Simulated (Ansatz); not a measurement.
# Ca (Ca, omega (AlB2-type)): the cost of one run

Computed with Ansatz 0.2.0 (DFT PBEsol, plane waves (420 eV) with PAW, scalar-relativistic; the PAW data stem from PBE, with regenerated cores, unless a step says otherwise).

1 further run of the same task is left out (for a known fault of the program).

**1. The structure to begin with**

The structure is hexagonal, space group P6/mmm (No. 191). Conventional cell: a = 6.201 Å, b = 6.201 Å, c = 3.701 Å, α = 90.00°, β = 90.00°, γ = 120.00°. Ca (site symmetry 6/mmm) is surrounded by 14 Ca at 3.70 to 4.03 Å. Ca (site symmetry -6m2) is surrounded by 11 Ca at 3.58 to 4.03 Å.

Coordinates:

```
Ca
1.0
     6.20118    0.00000    0.00000
    -3.10059    5.37038    0.00000
     0.00000    0.00000    3.70142
Ca
3
Direct
  0.00000 0.00000 0.00000
  0.33333 0.66667 0.50000
  0.66667 0.33333 0.50000
```

**2. Single point on a dense mesh**

Input file input.yaml:

```yaml
crystal:
  lattice:
    - [6.2011766005, 0.0, 0.0]
    - [-3.1005883002, 5.3703764694, 0.0]
    - [0.0, 0.0, 3.7014178138]
  atoms:
    - { symbol: Ca, position: [1.0, 1.0, 0.0] }
    - { symbol: Ca, position: [0.3333333333, 0.6666666667, 0.5] }
    - { symbol: Ca, position: [0.6666666667, 0.3333333333, 0.5] }
hamiltonian:
  xc: pbesol
  pseudopotentials:
    kind: paw
    azcp:
      Ca: "pseudopotentials/Ca.paw.azcp"
basis:
  ecutwfc: 420
  fft_grid_basis: typed
kpoints:
  mp_grid: { grid: [8, 8, 11], shift: [0, 0, 0] }
magnetization:
  spin_polarized: false
scf:
  occupations: { method: fermi_dirac, width: 0.1 }
```

What time and memory should one allow on 2 threads of an Arm CPU, shared host?

About 5.6 s, with a peak of 0.41 GiB.
